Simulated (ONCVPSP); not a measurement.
# Pseudopotential generation for arsenic: ONCV, PBEsol

Task: generate the file, and judge it by its errors in other configurations, its logarithmic derivatives, its ghosts and its cutoff.

Program: ONCVPSP 4.0.1. Reference atom: PBEsol, scalar-relativistic, spherical and spin-unpolarised. All values are calculated.

### Step 1. Settings

The settings as typed:

* element: arsenic (As, Z = 33)
* type: optimised norm-conserving Vanderbilt (ONCV)
* frozen core: [Ne]
* valence charge: 23
* reference configuration: 3s2 3p6 3d10 4s2 4p3
* partial waves: 3s+4s: rc 0.85 bohr, ncon 4, nbas 7, qcut 13.4 1/bohr, 2 projectors; 3p+4p: rc 0.95 bohr, ncon 3, nbas 8, qcut 16.8 1/bohr, 2 projectors; 3d: rc 0.85 bohr, ncon 4, nbas 8, qcut 18.1 1/bohr, local; f scattering state at 0.24 Ha: rc 1.15 bohr, ncon 4, nbas 7, qcut 8.9 1/bohr, 2 projectors, debl 1.8 Ha
* local potential: the d channel
* core correction: not asked for

An earlier all-electron run gives the scale for the radii.

All-electron outer shells of the reference configuration (PBEsol, scalar-relativistic, ld1.x):

```
shell  level (eV)  outermost node (bohr)  outermost maximum (bohr)
   2s    -1485.56                   0.06                      0.17
   2p    -1303.00                      –                      0.14
   3s     -189.91                   0.25                      0.52
   3p     -133.47                   0.22                      0.52
   3d      -40.64                      –                      0.47
   4s      -14.50                   0.73                      1.61
   4p       -5.20                   0.78                      1.97
```

### Step 2. Generation

As.dat

```
# ATOM AND REFERENCE CONFIGURATION
# atsym  z   nc   nv     iexc    psfile
  As 33.00    3    5  -116133      upf
#
#   n    l    f
    1    0    2.00
    2    0    2.00
    2    1    6.00
    3    0    2.00
    3    1    6.00
    3    2   10.00
    4    0    2.00
    4    1    3.00
#
# PSEUDOPOTENTIAL AND OPTIMIZATION
# lmax
    3
#
#   l,   rc,      ep,       ncon, nbas, qcut
    0    0.85    0.00    4    7   13.40
    1    0.95    0.00    3    8   16.80
    2    0.85    0.00    4    8   18.10
    3    1.15    0.24    4    7    8.90
#
# LOCAL POTENTIAL
# lloc, lpopt,  rc(5),   dvloc0
    2    5    0.85    0.00
#
# VANDERBILT-KLEINMAN-BYLANDER PROJECTORs
# l, nproj, debl
    0    2    3.70
    1    2    1.60
    2    0    2.10
    3    2    1.80
#
# MODEL CORE CHARGE
# icmod, fcfact, rcfact
    0    0.00    0.00
#
# LOG DERIVATIVE ANALYSIS
# epsh1, epsh2, depsh
   -8.00    5.00    0.04
#
# OUTPUT GRID
# rlmax, drl
    6.00    0.01
#
# TEST CONFIGURATIONS
# ncnf
    4
# nvcnf
#   n    l    f
    5
    3    0    2.00
    3    1    6.00
    3    2   10.00
    4    0    2.00
    4    1    2.00
#
    5
    3    0    2.00
    3    1    6.00
    3    2   10.00
    4    0    2.00
    4    1    1.00
#
    5
    3    0    2.00
    3    1    6.00
    3    2   10.00
    4    0    2.00
    4    1    0.00
#
    5
    3    0    2.00
    3    1    6.00
    3    2   10.00
    4    0    2.00
    4    1    2.50
#
```

Run with:

```
oncvpsp.x < As.dat > As.out
```

**Question.** What will these runs give? Wanted: cutoffs for 1 and 0.1 mHa per electron, occupied waves; bound ghosts; GHOST(+) flags; largest test error; largest phase difference near zero energy, channels read.

**Answer**, as computed:

| quantity | value |
| --- | --- |
| cutoffs for 1 and 0.1 mHa per electron, occupied waves | 136 Ha and 150 Ha |
| bound ghosts | s at -453.75 eV |
| GHOST(+) flags | none at low energy |
| largest test error (AE − PS) | -4.4 meV, for 3s2 3p6 3d10 4s2 4p0 |
| largest phase difference near zero energy, channels read | 0.010 rad |

What this shows: It has a bound ghost (s), a state that the atom doesn't have, and that rules the file out. The worst unpolarised test, 3s2 3p6 3d10 4s2 4p0, is off by 4.4 meV on 54.8 eV; by total energies transferability rates as very good. Atomic tests can pass in spite of a ghost, since they solve only for the levels asked. It counts as very hard, with 136 Ha needed at the looser tolerance. At the looser tolerance the 3d wave is the slowest; 3s needs 74 Ha. Near zero energy the phases of the channels with partial waves agree within 0.010 rad.
